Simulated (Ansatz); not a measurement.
# B3LYP/6-31G(d) (Cartesian functions) run of GaSiH3F2 (SMILES [F][Ga]([F])[SiH3])

Aim: the vertical singlet–triplet gap of GaSiH3F2 at B3LYP/6-31G* (Cartesian functions), from 2 runs. 

Program for the calculation: Ansatz 0.2.0.

78 further runs of the same task are left out: 1 that didn't finish, 77 set aside as unsound or not needed. Runs told in other sessions of the task aren't counted.

## 1. The system as given

GaSiH3F2 has 7 atoms, charge 0, and is taken as a singlet. As SMILES, `[F][Ga]([F])[SiH3]`. The shape is that of a PBE0-D4/def2-TZVP optimisation.

Bond lengths: F1–Ga2 1.750 Å, Ga2–F3 1.749 Å, Ga2–Si4 2.387 Å, Si4–H5 1.483 Å, Si4–H6 1.483 Å, Si4–H7 1.484 Å. Angles: F1–Ga2–F3 110.4°, F1–Ga2–Si4 124.5°, F3–Ga2–Si4 125.2°, Ga2–Si4–H5 109.3°, Ga2–Si4–H6 108.8°, Ga2–Si4–H7 107.8°, H5–Si4–H6 110.6°, H5–Si4–H7 110.2°, H6–Si4–H7 110.0°.

## 2. The energy at B3LYP/6-31G(d) (Cartesian functions)

File molecule.yaml:

```yaml
crystal:
  periodic: [false, false, false]
  atoms:
    - {symbol: F, position_ang: [0.337700, -1.716900, 2.042000]}
    - {symbol: Ga, position_ang: [0.749800, -0.872200, 0.566000]}
    - {symbol: F, position_ang: [2.304600, -1.409500, -0.029300]}
    - {symbol: Si, position_ang: [-0.636100, 0.761900, -0.486900]}
    - {symbol: H, position_ang: [0.191200, 1.594100, -1.392900]}
    - {symbol: H, position_ang: [-1.267600, 1.599600, 0.561500]}
    - {symbol: H, position_ang: [-1.679500, 0.043100, -1.260400]}
basis:
  gaussian:
    orbitals: "6-31G*"
hamiltonian:
  xc: {name: B3LYP}
accuracy: high
output: {orbitals: {seedname: orbitals}}
```

Run with:

```
$ ansatz run molecule.yaml --threads 1 --pin off --max-ram 3480MiB --events-out events.jsonl --progress --plain --runs-dir runs
```

The log of the run:

```text
Warning: RAYON_NUM_THREADS=1 ignored (pool sized by the plan → 1); use --threads N
Functional definition: B3LYP
  name "B3LYP"
  parameter a0 = 0.2
  parameter ax = 0.72
  parameter ac = 0.81
  exchange = (1 - a0 - ax)*slater_x + ax*b88_x + a0*exact_x
  correlation = (1 - ac)*vwn_rpa_c + ac*lyp_c
1801 factors; integrals over basis functions are off by at most 4.6e-9 eV
mean field evaluation 1: about -65729.8941 eV, gradient 5.3e1 eV
mean field evaluation 2: about -65712.9189 eV, gradient 1.2e2 eV
mean field evaluation 4: about -65734.2969 eV, gradient 3.7e0 eV
mean field evaluation 8: about -65734.4032 eV, gradient 1.5e-1 eV
mean field evaluation 16: about -65734.4033 eV, gradient 8.8e-6 eV
mean field -65734.40330152 eV, -2415.6947649520 hartree, gradient 1.2e-8 eV, S^2 0.000000; 0 other end points of the search recorded, 0 dependent functions left out
reference -65734.40334495 eV, -2415.6947665479 hartree; 33, 33 occupied and 57, 57 virtual orbitals, 1801 factors
Total energy: -65734.40334495 eV, -2415.6947665479 hartree
```

Run time: 15 s. Hardware: 1 thread of Arm Neoverse N1, shared host; peak memory 0.32 GiB.

## 3. The triplet

File run.yaml:

```yaml
crystal:
  periodic: [false, false, false]
  atoms:
    - {symbol: F, position_ang: [0.337700, -1.716900, 2.042000]}
    - {symbol: Ga, position_ang: [0.749800, -0.872200, 0.566000]}
    - {symbol: F, position_ang: [2.304600, -1.409500, -0.029300]}
    - {symbol: Si, position_ang: [-0.636100, 0.761900, -0.486900]}
    - {symbol: H, position_ang: [0.191200, 1.594100, -1.392900]}
    - {symbol: H, position_ang: [-1.267600, 1.599600, 0.561500]}
    - {symbol: H, position_ang: [-1.679500, 0.043100, -1.260400]}
basis:
  gaussian:
    orbitals: "6-31G*"
magnetization:
  spin_polarized: true
  initial_magnetization: 2
hamiltonian:
  xc: {name: B3LYP}
accuracy: high
output: {orbitals: {seedname: orbitals}}
```

Run with:

```
$ ansatz run run.yaml --threads 1 --pin off --max-ram 3480MiB --events-out events.jsonl --progress --plain --runs-dir runs
```

The log of the run:

```text
Warning: RAYON_NUM_THREADS=1 ignored (pool sized by the plan → 1); use --threads N
[... 7 set-up lines as earlier in the session ...]
1801 factors; integrals over basis functions are off by at most 4.6e-9 eV
mean field evaluation 1: about -65723.6507 eV, gradient 3.8e1 eV
mean field evaluation 2: about -65684.7142 eV, gradient 1.1e2 eV
mean field evaluation 4: about -65728.3161 eV, gradient 6.7e0 eV
mean field evaluation 8: about -65728.5790 eV, gradient 6.6e-1 eV
mean field evaluation 16: about -65729.0562 eV, gradient 4.2e-1 eV
mean field evaluation 32: about -65728.8995 eV, gradient 8.3e-1 eV
mean field -65729.06104429 eV, -2415.4984406199 hartree, gradient 4.6e-8 eV, S^2 2.003420; 3 other end points of the search recorded, 0 dependent functions left out
reference -65729.06108766 eV, -2415.4984422138 hartree; 34, 32 occupied and 56, 58 virtual orbitals, 1801 factors
Total energy: -65729.06108766 eV, -2415.4984422138 hartree
```

Run time: 39 s. Hardware: 1 thread of Arm Neoverse N1, shared host; peak memory 0.49 GiB.

## 4. Outcome

At B3LYP/6-31G* (Cartesian functions):

```
                                        quantity           value
                           singlet: total energy  -2415.69477 Eh
                            singlet: HOMO energy        -8.68 eV
                            singlet: LUMO energy        -1.73 eV
                          singlet: HOMO–LUMO gap         6.95 eV
                           triplet: total energy  -2415.49844 Eh
     triplet: HOMO energy (highest over α and β)        -3.56 eV
                                   triplet: ⟨S²⟩           2.003
vertical energy of the triplet above the singlet        5.342 eV
```

In words: At this shape the triplet lies 5.34 eV (515 kJ/mol) above the singlet.
